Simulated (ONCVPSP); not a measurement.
# Mg: generating and testing an ONCV potential

Task: generate the file, and judge it by its errors in other configurations, its logarithmic derivatives, its ghosts and its cutoff.

The numbers are computed with ONCVPSP 4.0.1.1 (patched build) (PBEsol, scalar-relativistic, spin-unpolarised reference atom).

**1. The atom and the settings**

The settings as typed:

```json
{
  "element": "magnesium (Mg, Z = 12)",
  "type": "optimised norm-conserving Vanderbilt (ONCV)",
  "frozen core": "[He] 2s2",
  "valence charge": "8",
  "reference configuration": "2p6 3s2",
  "partial waves": "3s: rc 2.80 bohr, ncon 3, nbas 7, qcut 2.5 1/bohr, 2 projectors, debl 3.9 Ha; 2p: rc 0.80 bohr, ncon 5, nbas 8, qcut 17.2 1/bohr, 3 projectors, debl 1.4 Ha; d scattering state at 0.44 Ha: rc 3.00 bohr, ncon 4, nbas 8, qcut 3.7 1/bohr, 1 projector",
  "local potential": "polynomial inside 0.70 bohr (lpopt 5, dvloc0 6 Ha)",
  "core correction": "Teter function, fcfact 5.25, rcfact 1.8"
}
```

The outer shells as boxes (Hund's rule for the drawing; the calculation is spin-unpolarised):

```
[He] core
2s [↑↓]
2p [↑↓][↑↓][↑↓]
3s [↑↓]
```

**2. The generation run**

The input, Mg.dat:

```
# ATOM AND REFERENCE CONFIGURATION
# atsym  z   nc   nv     iexc    psfile
  Mg 12.00    2    2  -116133      upf
#
#   n    l    f
    1    0    2.00
    2    0    2.00
    2    1    6.00
    3    0    2.00
#
# PSEUDOPOTENTIAL AND OPTIMIZATION
# lmax
    2
#
#   l,   rc,      ep,       ncon, nbas, qcut
    0    2.80    0.00    3    7    2.50
    1    0.80    0.00    5    8   17.20
    2    3.00    0.44    4    8    3.70
#
# LOCAL POTENTIAL
# lloc, lpopt,  rc(5),   dvloc0
    4    5    0.70    6.00
#
# VANDERBILT-KLEINMAN-BYLANDER PROJECTORs
# l, nproj, debl
    0    2    3.90
    1    3    1.40
    2    1    3.00
#
# MODEL CORE CHARGE
# icmod, fcfact, rcfact
    3    5.25    1.80
#
# LOG DERIVATIVE ANALYSIS
# epsh1, epsh2, depsh
   -3.00    5.00    0.02
#
# OUTPUT GRID
# rlmax, drl
    6.00    0.01
#
# TEST CONFIGURATIONS
# ncnf
    4
# nvcnf
#   n    l    f
    2
    2    1    6.00
    3    0    1.00
#
    2
    2    1    6.00
    3    0    0.00
#
    2
    2    1    6.00
    3    0    1.50
#
    3
    2    1    6.00
    3    0    0.00
    3    1    1.00
#
```

Command:

```console
$ oncvpsp.x < Mg.dat > Mg.out
```

What does the calculation give? Wanted: cutoffs for 1 and 0.1 mHa per electron, occupied waves; bound ghosts; GHOST(+) flags; largest test error; largest phase difference near zero energy, channels read; rms error of d²Exc/dn², without and with the model core; projector energies reset by the program.

As calculated:

```
                                                quantity                       value
  cutoffs for 1 and 0.1 mHa per electron, occupied waves           120 Ha and 138 Ha
                                            bound ghosts                  none found
                                          GHOST(+) flags      s at 91 eV, d at 42 eV
                            largest test error (AE − PS)        -66 meV, for 2p6 3s0
largest phase difference near zero energy, channels read                   0.013 rad
 rms error of d²Exc/dn², without and with the model core           8.18 and 4.50 mHa
                 projector energies reset by the program  p: -1.711, 0.250, 1.650 Ha
```

The worst unpolarised test, 2p6 3s0, is off by 66 meV on 22.7 eV; by total energies transferability rates as fair. By its cutoff, 120 Ha for the looser tolerance, it is very hard. At the looser tolerance the 2p wave is the slowest; 3s needs 2 Ha. No bound ghost shows below the valence levels. Near zero energy the phases of the channels with partial waves agree within 0.013 rad. The program also flags highly localised states, GHOST(+) (s, d). All of this concerns the isolated atom, not yet a solid.
